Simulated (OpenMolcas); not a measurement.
**Os⁵⁺ among point charges: CASSCF and CASPT2 levels and susceptibility**

Aim: the splitting of the states of Os⁵⁺ in the field of 6 point charges, its lowest levels with spin-orbit coupling and its magnetic susceptibility.

Program: OpenMolcas 26.06. Level of theory: state-averaged CASSCF and CASPT2, spin-orbit coupling by RASSI with atomic mean-field integrals. These are calculated values, not measurements, unless marked.

### 1 What is computed

| Item | Value |
| --- | --- |
| Species | Os⁵⁺ (osmium, Z = 76, 71 electrons) |
| Basis | ANO-RCC-VDZP [7s6p4d2f1g], 68 functions |
| Scalar Hamiltonian | DKH2, point nucleus |
| Inactive shells | 1s 2s 2p 3s 3p 3d 4s 4p 4d 4f 5s 5p |
| Active space | 3 electrons in 5 orbitals (5d) |
| Some configurations of this space | 5d³ |
| Orbitals | optimised for each spin and parity, averaged over all roots |

The outer shells:

5d3
```
5d [↑ ][↑ ][↑ ][  ][  ]
```

The ion sits among 6 point charges of -1.7 e arranged as a tetragonal octahedron (D4h), 1.92 Å from the ion, with the axial distance 2.093 Å.

The work runs as a chain of OpenMolcas steps in one folder; each step below is one input file. Labels, J, g values, rates, χT and fits are worked out afterwards by a script from the matrices that RASSI stores. The input lists half of the charges; inversion (Group=XYZ) makes the rest.

### 2 GATEWAY and SEWARD: basis and integrals

The input, a.inp:

```
&GATEWAY
Coord
1

Os 0.0 0.0 0.0
Basis=ANO-RCC-VDZP
Group=XYZ
NoMove
AngMom=0.0 0.0 0.0
AMFI
XField
3 Angstrom 0
1.920000 0.000000 0.000000 -1.700000
0.000000 1.920000 0.000000 -1.700000
0.000000 0.000000 2.092800 -1.700000
&SEWARD
```

Command:

```bash
> OMP_NUM_THREADS=1 MOLCAS_MEM=1689 MOLCAS_PROJECT=a pymolcas a.inp > a.log
```

### 3 Reference wave functions, quartets of even parity, 10 roots

The input, a.inp:

```
&RASSCF
FileOrb=start.orb
Symmetry=1
Spin=4
nActEl=3 0 0
Inactive=15 19
Ras2=5 0
CIRoot=10 10 1
SDav=10
CIMx=300
Iter=120 100
PrWF=0.3
OrbListing=Nothing
MaxOrb=0
>>> COPY $Project.JobIph JOB001
```

start.orb holds the contracted functions of the basis, ordered by shell, or the orbitals of the step before.

### 4 CASSCF: doublets of even parity, 40 roots

The input, a.inp:

```
&RASSCF
FileOrb=start.orb
Symmetry=1
Spin=2
nActEl=3 0 0
Inactive=15 19
Ras2=5 0
CIRoot=40 40 1
SDav=40
CIMx=300
Iter=120 100
PrWF=0.3
OrbListing=Nothing
MaxOrb=0
>>> COPY $Project.JobIph JOB002
```

### 5 RASSI: spin-orbit coupling between the states

The input, a.inp:

```
&RASSI
NrOfJobIphs=2 10 40
1 2 3 4 5 6 7 8 9 10
1 2 3 4 5 6 7 8 9 10 11 12 13 14 15 16 17 18 19 20 21 22 23 24 25 26 27
28 29 30 31 32 33 34 35 36 37 38 39 40
IphNames
JOB001
JOB002
EJob
SpinOrbit
DIPRint=1.0
SOCoupling=1000.0
Subsets=2
Property=9
'ANGMOM' 1 'ANGMOM' 2 'ANGMOM' 3 'MLTPL  1' 1 'MLTPL  1' 2 'MLTPL  1' 3
'AMFI' 1 'AMFI' 2 'AMFI' 3
SOProperty=3
'ANGMOM' 1 'ANGMOM' 2 'ANGMOM' 3
```

### 6 CASPT2: IPEA 0.25, imaginary shift 0.1 (closed shells correlated: 5s 5p)

The input, a.inp:

```
>>> COPY JOB001 $Project.JobIph
&CASPT2
Multistate=10 1 2 3 4 5 6 7 8 9 10
NoMult
Frozen=14 16
IPEA=0.25
Imaginary=0.1
MaxIter=60
WThr=0.0 0.3 0.05
PrWF=0.5
NoMix
>>> COPY JOB002 $Project.JobIph
&CASPT2
Multistate=40 1 2 3 4 5 6 7 8 9 10 11 12 13 14 15 16 17 18 19 20 21 22
23 24 25 26 27 28 29 30 31 32 33 34 35 36 37 38 39 40
NoMult
Frozen=14 16
IPEA=0.25
Imaginary=0.1
MaxIter=60
WThr=0.0 0.3 0.05
PrWF=0.5
NoMix
```

(Steps that only read results are left out.)

**Question.** What will these runs give? Wanted: spin-free ground state; first state of the same spin within the active space; lowest level; next level.

As calculated:

| quantity | value |
| --- | --- |
| method | SS-CASPT2, IPEA 0.25, imaginary shift 0.1 (closed shells correlated: 5s 5p) |
| spin-free ground state | 4B1, 1-fold in its orbital part |
| first state of the same spin within the active space | 4E at 7650 cm⁻¹ |
| lowest level | 2-fold E3/2, g = 0.57, 1.34, 1.34 |
| next level | 860.3 cm⁻¹ |
| χT at 300 K | 0.15 cm³ K/mol |
| effective moment at 300 K | 1.11 μB |

Cost by method:

```csv
method,time of its own steps,time with the reference
A. CASSCF,8.9 s,8.9 s
"B. SS-CASPT2, IPEA 0.25, imaginary shift 0.1, +5s 5p",4.2 s,13 s
```

Times are of one thread on a shared host.

**Reading.** The spin-free ground state (4B1) comes to 100 % from free-ion F terms and keeps the highest spin of the shell. χT at 300 K is 0.15, against 1.88 cm³ K/mol for the spin alone, so spin-orbit coupling lowers it. The field of point charges can differ much from that of real complexes. Point charges carry no covalency, so the field is a model and not that of real ligands.
